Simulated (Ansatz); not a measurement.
Write the native input for Ansatz 0.2.0 that does the following.

```yaml
Task: relaxation of cell and atoms
Functional: LDA
Potentials_or_basis: Ansatz PAW
Cutoff: "420 eV (not typed: the program's choice for these potentials)"
k_mesh: 5 × 5 × 8
Occupations: fermi-dirac, width 0.05 eV
Spin: collinear spin, ferromagnetic start
Starting_moments: "[2.0, 0.0, 0.0, 0.0, 0.0] μB"
```

The system is CoCl2O2.

```
CELL_PARAMETERS angstrom
3.58087 -3.92695 0.00000
3.58087 3.92695 0.00000
-0.42040 0.00000 3.45761
ATOMIC_POSITIONS crystal
Co 0.00000 0.00000 0.00000
Cl 0.76552 0.76552 0.42794
Cl 0.23448 0.23448 0.57206
O 0.79184 0.20816 0.00000
O 0.20816 0.79184 0.00000
```

The cell comes from a database or a generator and needn't be the stable form of this composition.

One way to write it, as run:

input.yaml

```yaml
crystal:
  lattice:
    - [3.580871, -3.926953, 0.0]
    - [3.580871, 3.926953, 0.0]
    - [-0.420397, 0.0, 3.457614]
  atoms:
    - { symbol: Co, position: [0.0, 0.0, 0.0], spin: 2.0 }
    - { symbol: Cl, position: [0.765523, 0.765523, 0.427941] }
    - { symbol: Cl, position: [0.234477, 0.234477, 0.572059] }
    - { symbol: O, position: [0.791837, 0.208163, 0.0] }
    - { symbol: O, position: [0.208163, 0.791837, 0.0] }
hamiltonian:
  xc: lda
  pseudopotentials: { kind: paw }
magnetization:
  spin_polarized: true
kpoints:
  mp_grid: { grid: [5, 5, 8] }
scf:
  occupations: { method: fermi_dirac, width: 0.05 }
output:
  forces: true
  stress: true
  eigenvalues: true
relax:
  f_tol: 0.01
  max_steps: 40
  cell: { stress_tol: 0.05 }
```

Potentials or basis: Ansatz PAW.

Run with:

```console
$ ansatz run input.yaml --threads 2 --pin off --max-ram 5632MiB --backend cpu --events-out ev --progress --plain --runs-dir out
```

Results of the run:

```json
{
 "Relaxed volume": "12.61 Å³/atom",
 "Relaxed cell": "a = 4.367 Å, b = 4.367 Å, c = 3.307 Å, α = 90.10°, β = 90.10°, γ = 88.58°",
 "Space group after relaxing (to 0.05 Å)": "Cmmm (No. 65)",
 "Energy gained by relaxing": "112.9 meV/atom",
 "Ionic steps": "19",
 "Pressure after relaxing": "0.0 GPa",
 "Band gap on the k mesh": "none (metal or under the smearing width)",
 "Net moment": "0.77 μB per cell",
 "Absolute moment": "0.82 μB per cell",
 "Site moments": "Co +0.42; Cl -0.00; O +0.12 μB"
}
```

Caveat: the volume moved by over 15 % at a fixed basis, so the end points are rough; the plane-wave basis is chosen anew once the cell has moved, so the energies of steps on either side of that aren't comparable; the pressure holds a Pulay correction of +0.6 GPa for the finite cutoff; a cell with one magnetic atom can't hold antiferromagnetic order, which such compounds often take; semilocal functionals often make such compounds metallic where correlation or magnetic order opens a gap, which also shifts bond lengths; the PAW data sets come from PBE, with cores solved anew for the run's functional, which leaves a small shift of forces and pressure.

Wall time 3.3 min on 2 threads of Arm Neoverse V2, with other jobs on the host, peak memory 0.54 GiB.
